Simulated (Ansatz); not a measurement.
## C3H4BFO, SMILES C=C1OB1CF: a single point from an input written key by key, step by step

Computed with the Python package of Ansatz (0.2.0).

At the Python prompt:
```pycon
>>> import ansatz as az
>>> DECK = """
... crystal:
...   periodic: [false, false, false]
...   atoms:
...     - { symbol: C, position_ang: [-0.3342, -2.1909, 0.1097] }
...     - { symbol: C, position_ang: [0.3808, -1.073, 0.1707] }
...     - { symbol: O, position_ang: [1.6361, -0.4728, 0.4017] }
...     - { symbol: B, position_ang: [0.6172, 0.4143, 0.0639] }
...     - { symbol: C, position_ang: [-0.0641, 1.8428, -0.1665] }
...     - { symbol: F, position_ang: [-1.1183, 1.7935, -1.0429] }
...     - { symbol: H, position_ang: [-1.4029, -2.0467, -0.1518] }
...     - { symbol: H, position_ang: [0.0761, -3.1063, 0.2846] }
...     - { symbol: H, position_ang: [-0.4266, 2.2628, 0.8633] }
...     - { symbol: H, position_ang: [0.719, 2.5251, -0.5298] }
... basis:
...   gaussian: { orbitals: def2-SVP }
... hamiltonian:
...   xc: r2scan
... accuracy: medium
... scf:
...   lower_state_search: "off"
... """
>>> session = az.Session.from_yaml(DECK)
>>> data = session.plan(threads=1).execute().report
>>> print(f"E = {data['free_energy_ev']:.6f} eV = {data['free_energy_ev'] / 27.211386246:.7f} Ha")
E = -8603.122413 eV = -316.1589173 Ha
>>> print("converged:", data["converged"], " doubts:", data["published_state_doubts"] or "none")
converged: True  doubts: none
>>> symbols = ["C", "C", "O", "B", "C", "F", "H", "H", "H", "H"]
```

What to keep in mind:
- These settings explore the input space; basis and method may be short of convergence.
- The geometry is a force-field or estimated start, not a minimum of this method, and the basis set is short of its limit.
- It ran for 3.3 s on 1 thread of Arm Neoverse V1, with other jobs on the host, peak memory 0.17 GiB.
